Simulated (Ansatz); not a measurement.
Crystal: CsLiCr2Te2S3.

```
Cs Li Cr Te S
1.0
     7.28959   -2.10433    0.01772
     7.28959    2.10433    0.01772
    -2.53315    0.00000    7.28100
Cs Li Cr Te S
1 1 2 2 3
Cartesian
  7.2896 0.0000 0.0177
  -1.2666 0.0000 3.6405
  3.6953 0.0000 3.1643
  8.3507 0.0000 4.1521
  11.3199 0.0000 1.2975
  0.7262 0.0000 6.0190
  1.3789 0.0000 2.8973
  10.6672 0.0000 4.4191
  6.0230 0.0000 3.6582
```

The cell was built by a generator and needn't be a form met in nature.

Base run:

| Property | Result |
| --- | --- |
| Program | Ansatz 0.2.0 |
| Functional | PBE |
| Potentials or basis | Ansatz PAW |
| Cutoff | 420 eV (not typed: the program's choice for these potentials) |
| k mesh | 7 × 7 × 4 |
| Occupations | fermi-dirac, width 0.05 eV |
| Spin | collinear spin, ferromagnetic start |
| Starting moments | [0.0, 0.0, 3.0, 3.0, 0.0, 0.0, 0.0, 0.0, 0.0] μB |
| Hubbard terms | Cr d U = 8 eV |

Its results: band gap on the k mesh none (metal or under the smearing width); pressure 5.9 GPa; net moment 6.68 μB per cell; site moments Cs -0.01; Li +0.00; Cr +3.44; Te -0.15; S -0.32, -0.08 μB; largest force 1.141 eV/Å.

The run is repeated on the same cell with these changes: hubbard terms from Cr d U = 8 eV to Cr d U = 4 eV. What comes out?

Band gap on the k mesh none (metal or under the smearing width); pressure 3.1 GPa; net moment 6.19 μB per cell; site moments Cs -0.00; Li +0.00; Cr +3.16; Te -0.16; S -0.25, -0.05 μB; largest force 0.634 eV/Å.

Caveats: the magnetic or orbital state may not be the lowest; only a ferromagnetic start was run, and an antiferromagnetic order may lie lower in energy; the density of states is complete only up to the lowest level of the last band computed; forces of over 1 eV/Å show positions far from the minimum, so gaps and moduli don't describe the material at rest (some runs).
